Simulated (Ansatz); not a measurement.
# CH₄AlBO: vertical ionisation energy

The task here is to estimate one member of a computed series from the others.

The runs use Ansatz 0.2.0, Gaussian basis; unrestricted cation, the program's frozen cores in correlated methods.

Levels to be run: UKS PBE-D4/def2-TZVPP; UKS r2SCAN-D4/def2-TZVPP; UKS PBE0-D4/def2-TZVPP; UKS B3LYP-D4/def2-TZVPP; UKS wB97X-V/def2-TZVPP; UKS wB97M-V/def2-TZVPP; UKS B2PLYP/def2-TZVPP; UHF-MP2/def2-TZVPP; UHF-MP2/def2-QZVPP; then −ε(HOMO) from the neutral's earlier runs with LDA (SPW92), PBE-D4, revPBE-D4, BLYP-D4, r2SCAN-D4, B97M-V, PBE0-D4, B3LYP-D4, r2SCANh-D4, r2SCAN0-D4, HSE06-D4, BHLYP-D4, CAM-B3LYP-D4, LC-ωPBE, ωB97X-V, ωB97M-V.

1 further run of the same task is left out (it didn't finish).

## The relaxed structure

All runs share one geometry, relaxed beforehand with PBE0-D4 in a triple-zeta def2 set.

SMILES `C[B]1[O][AlH]1`, 8 atoms, charge 0, spin multiplicity 1.

Atoms are counted from 1 here; the program's logs count them from 0.

Bond lengths: C1–B2 1.549 Å, C1–H5 1.094 Å, C1–H6 1.094 Å, C1–H7 1.094 Å, B2–O3 1.331 Å, B2–Al4 2.013 Å, O3–Al4 1.815 Å, Al4–H8 1.586 Å. Angles: B2–C1–H5 111.6°, B2–C1–H6 110.3°, B2–C1–H7 110.3°, H5–C1–H6 109.0°, H5–C1–H7 109.0°, H6–C1–H7 106.4°, C1–B2–O3 135.2°, C1–B2–Al4 163.0°, O3–B2–Al4 61.8°, B2–O3–Al4 77.9°, B2–Al4–O3 40.3°, B2–Al4–H8 158.3°, O3–Al4–H8 118.1°.

Set-up of the first run:

in.yaml

```yaml
crystal:
  periodic: [false, false, false]
  atoms:
    - {symbol: C, position_ang: [-0.191184, 1.356932, -0.370645]}
    - {symbol: B, position_ang: [0.050704, -0.120880, 0.025394]}
    - {symbol: O, position_ang: [1.119756, -0.856479, 0.319430]}
    - {symbol: Al, position_ang: [-0.228048, -2.061095, 0.485688]}
    - {symbol: H, position_ang: [0.745729, 1.920016, -0.416699]}
    - {symbol: H, position_ang: [-0.861261, 1.837966, 0.347489]}
    - {symbol: H, position_ang: [-0.688845, 1.412905, -1.342927]}
    - {symbol: H, position_ang: [0.145349, -3.546467, 0.896369]}
basis:
  gaussian: {orbitals: def2-TZVPP}
total_charge: 1
magnetization: {spin_polarized: true, initial_magnetization: 1}
hamiltonian: {xc: pbe, dispersion: d4}
```

Command:

```bash
$ ansatz run in.yaml --threads 2 --pin off --events-out ev --progress --plain --max-ram 4352MiB
```

Steps of the session up to this table: Cation, UKS PBE-D4/def2-TZVPP; Cation, UKS r2SCAN-D4/def2-TZVPP; Cation, UKS PBE0-D4/def2-TZVPP; Cation, UKS B3LYP-D4/def2-TZVPP; Cation, UKS wB97X-V/def2-TZVPP; Cation, UKS wB97M-V/def2-TZVPP; Cation, UKS B2PLYP (frozen core)/def2-TZVPP; Cation, UHF-MP2/def2-TZVPP; Cation, UHF-MP2/def2-QZVPP.

One table of the session follows, with a row left open; its other results are not shown here.

For comparison, −ε(HOMO) of the neutral from earlier runs:

```
  functional  −ε(HOMO) (eV)
 LDA (SPW92)           5.00
      PBE-D4           4.89
   revPBE-D4           4.84
     BLYP-D4           4.78
   r2SCAN-D4           5.03
      B97M-V           5.09
     PBE0-D4           5.88
    B3LYP-D4           5.73
  r2SCANh-D4           5.41
  r2SCAN0-D4           5.97
    HSE06-D4              ?
    BHLYP-D4           6.79
CAM-B3LYP-D4           7.12
     LC-ωPBE           8.31
     ωB97X-V           8.03
     ωB97M-V           7.86
```

Q: Estimate the row for HSE06-D4 from the others.

The run gave: −ε(HOMO) (eV): 5.49. In the column «−ε(HOMO) (eV)» it lies between r2SCANh-D4 (5.41) and B3LYP-D4 (5.73).
